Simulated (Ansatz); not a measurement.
# C2H8BrNSi: the cost of one run

All numbers below are computed with Ansatz 0.2.0 (RKS PBE0-D4/def2-SVP).

1 further run of the same task is left out (it didn't finish).

### 1 The structure to begin with

Bond lengths: N1–C2 1.465 Å, C2–Si3 1.853 Å, Si3–C4 1.791 Å, C4–Br5 1.951 Å, N1–H6 0.985 Å, N1–H7 1.017 Å, C2–H8 1.049 Å, C2–H9 1.067 Å, Si3–H10 1.517 Å, Si3–H11 1.521 Å, C4–H12 1.149 Å, C4–H13 1.017 Å. Angles (14 of 21 angles, heavy atoms first): N1–C2–Si3 110.9°, C2–Si3–C4 115.9°, Si3–C4–Br5 112.4°, N1–C2–H8 109.8°, N1–C2–H9 107.7°, Si3–C2–H8 109.4°, Si3–C2–H9 111.2°, C2–N1–H6 113.5°, C2–N1–H7 113.0°, C2–Si3–H10 109.3°, C2–Si3–H11 107.9°, C4–Si3–H10 109.6°, C4–Si3–H11 110.3°, Si3–C4–H12 109.0°.

Structure file:

```xyz
13

N    -0.1218    1.9204    1.2745
C    -0.5832    1.0240    0.2116
Si    0.4602   -0.5061    0.1384
C    -0.0165   -1.7217   -1.0877
Br    0.0653   -1.0177   -2.9057
H    -0.1890    1.5288    2.1758
H     0.8170    2.2773    1.1131
H    -1.5827    0.7567    0.3818
H    -0.5424    1.5628   -0.7085
H     1.9101   -0.1139   -0.0721
H     0.4718   -1.1314    1.5254
H    -1.1236   -1.9906   -0.9368
H     0.4552   -2.6231   -1.0949
```

### 2 End point A

The input, input.yaml:

```yaml
crystal:
  periodic: [false, false, false]
  atoms:
    - { symbol: "N", position_ang: [-0.1218, 1.9204, 1.2745] }
    - { symbol: C, position_ang: [-0.5832, 1.024, 0.2116] }
    - { symbol: Si, position_ang: [0.4602, -0.5061, 0.1384] }
    - { symbol: C, position_ang: [-0.0165, -1.7217, -1.0877] }
    - { symbol: Br, position_ang: [0.0653, -1.0177, -2.9057] }
    - { symbol: H, position_ang: [-0.189, 1.5288, 2.1758] }
    - { symbol: H, position_ang: [0.817, 2.2773, 1.1131] }
    - { symbol: H, position_ang: [-1.5827, 0.7567, 0.3818] }
    - { symbol: H, position_ang: [-0.5424, 1.5628, -0.7085] }
    - { symbol: H, position_ang: [1.9101, -0.1139, -0.0721] }
    - { symbol: H, position_ang: [0.4718, -1.1314, 1.5254] }
    - { symbol: H, position_ang: [-1.1236, -1.9906, -0.9368] }
    - { symbol: H, position_ang: [0.4552, -2.6231, -1.0949] }
basis:
  gaussian: { orbitals: def2-SVP }
hamiltonian:
  xc: pbe0
  dispersion: d4
relax:
  f_tol: 0.015
  max_steps: 40
```

Launch:

```
> ansatz run input.yaml --threads 2 --pin off --max-ram 3072MiB --backend cpu --events-out ev --progress --plain --runs-dir out
```

What time and memory should one allow on 2 threads of Intel Xeon Platinum 8488C (Sapphire Rapids), shared host?

About 26 s, with a peak of 0.38 GiB.
